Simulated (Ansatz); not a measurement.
**BFH₆O₂Si₂: a ladder of functionals and wavefunction methods**

An exercise on one series of results from a longer session: the logs are not shown, and one member is left open.

Computed with Ansatz 0.2.0, Gaussian basis. Level: functionals in def2-TZVPP, the program's frozen cores in correlated methods.

The runs, in order: LDA (SPW92), PBE-D4, revPBE-D4, BLYP-D4, r2SCAN-D4, B97M-V, PBE0-D4, B3LYP-D4, r2SCANh-D4, r2SCAN0-D4, HSE06-D4, BHLYP-D4, CAM-B3LYP-D4, LC-ωPBE, ωB97X-V, ωB97M-V, B2PLYP, PBE-QIDH; CCSD(T)/def2-SVP; CCSD(T)/def2-TZVPP; MP2/def2-QZVPP; extrapolation to the limit; RPA on PBE.

## The relaxed structure

All runs share one geometry, relaxed beforehand with PBE0-D4 in a triple-zeta def2 set.

SMILES `FB(O[SiH3])O[SiH3]`, 12 atoms, charge 0, spin multiplicity 1.

Atoms are counted from 1 here; the program's logs count them from 0.

Bond lengths: F1–B2 1.344 Å, B2–O3 1.348 Å, B2–O5 1.348 Å, O3–Si4 1.655 Å, Si4–H7 1.480 Å, Si4–H8 1.484 Å, Si4–H9 1.484 Å, O5–Si6 1.655 Å, Si6–H10 1.484 Å, Si6–H11 1.480 Å, Si6–H12 1.484 Å. Angles: F1–B2–O3 119.5°, F1–B2–O5 119.5°, O3–B2–O5 121.0°, B2–O3–Si4 133.1°, O3–Si4–H7 106.5°, O3–Si4–H8 110.1°, O3–Si4–H9 110.1°, H7–Si4–H8 110.2°, H7–Si4–H9 110.2°, H8–Si4–H9 109.8°, B2–O5–Si6 133.1°, O5–Si6–H10 110.1°, O5–Si6–H11 106.5°, O5–Si6–H12 110.1°, H10–Si6–H11 110.2°, H10–Si6–H12 109.8°, H11–Si6–H12 110.1°.

The first run:

Contents of in.yaml:

```yaml
crystal:
  periodic: [false, false, false]
  atoms:
    - {symbol: F, position_ang: [-0.642768, 0.310534, 1.191761]}
    - {symbol: B, position_ang: [-0.016326, 0.006013, 0.041866]}
    - {symbol: O, position_ang: [0.051597, -1.279966, -0.356349]}
    - {symbol: Si, position_ang: [-0.501820, -2.695843, 0.296919]}
    - {symbol: O, position_ang: [0.533839, 0.991421, -0.695161]}
    - {symbol: Si, position_ang: [0.628366, 2.631557, -0.498661]}
    - {symbol: H, position_ang: [-0.089955, -3.775799, -0.627559]}
    - {symbol: H, position_ang: [-1.980529, -2.659203, 0.413722]}
    - {symbol: H, position_ang: [0.101972, -2.910118, 1.635243]}
    - {symbol: H, position_ang: [1.353273, 2.953682, 0.755268]}
    - {symbol: H, position_ang: [1.372728, 3.153657, -1.666545]}
    - {symbol: H, position_ang: [-0.733476, 3.219064, -0.456305]}
basis:
  gaussian: {orbitals: def2-TZVPP}
hamiltonian: {xc: lda}
output: {orbitals: {seedname: orbitals}}
```

Command:

```bash
$ ansatz run in.yaml --threads 4 --pin off --events-out ev --progress --plain --max-ram 11315MiB
```

Among the steps run: LDA; PBE-D4 (GGA); revPBE-D4 (GGA); BLYP-D4 (GGA); r2SCAN-D4 (meta-GGA); B97M-V (meta-GGA); B3LYP-D4 (hybrid); r2SCANh-D4 (hybrid); r2SCAN0-D4 (hybrid); HSE06-D4 (hybrid); BHLYP-D4 (hybrid); CAM-B3LYP-D4 (range-separated); LC-ωPBE (range-separated); ωB97X-V (range-separated); ωB97M-V (range-separated); B2PLYP (double hybrid); PBE-QIDH (double hybrid).

One table of the session follows, with a row left open; its other results are not shown here.

It belongs to the step «Frontier levels by functional». 

| functional | HOMO (eV) | gap (eV) |
| --- | --- | --- |
| LDA (SPW92) | -7.76 | 6.47 |
| PBE-D4 | -7.68 | 6.64 |
| revPBE-D4 | ? | ? |
| BLYP-D4 | -7.59 | 6.67 |
| r2SCAN-D4 | -8.04 | 7.47 |
| B97M-V | -8.16 | 7.25 |
| PBE0-D4 | -9.12 | 8.94 |
| B3LYP-D4 | -8.90 | 8.49 |
| r2SCANh-D4 | -8.57 | 8.27 |
| r2SCAN0-D4 | -9.37 | 9.47 |
| HSE06-D4 | -8.71 | 8.16 |
| BHLYP-D4 | -10.50 | 11.12 |
| CAM-B3LYP-D4 | -10.54 | 11.27 |
| LC-ωPBE | -11.89 | 13.86 |
| ωB97X-V | -11.55 | 13.33 |
| ωB97M-V | -11.40 | 12.80 |

**Question.** Estimate the row for revPBE-D4.

**Answer.** HOMO (eV): -7.64; gap (eV): 6.73. In the column «HOMO (eV)» it lies between PBE-D4 (-7.68) and BLYP-D4 (-7.59).
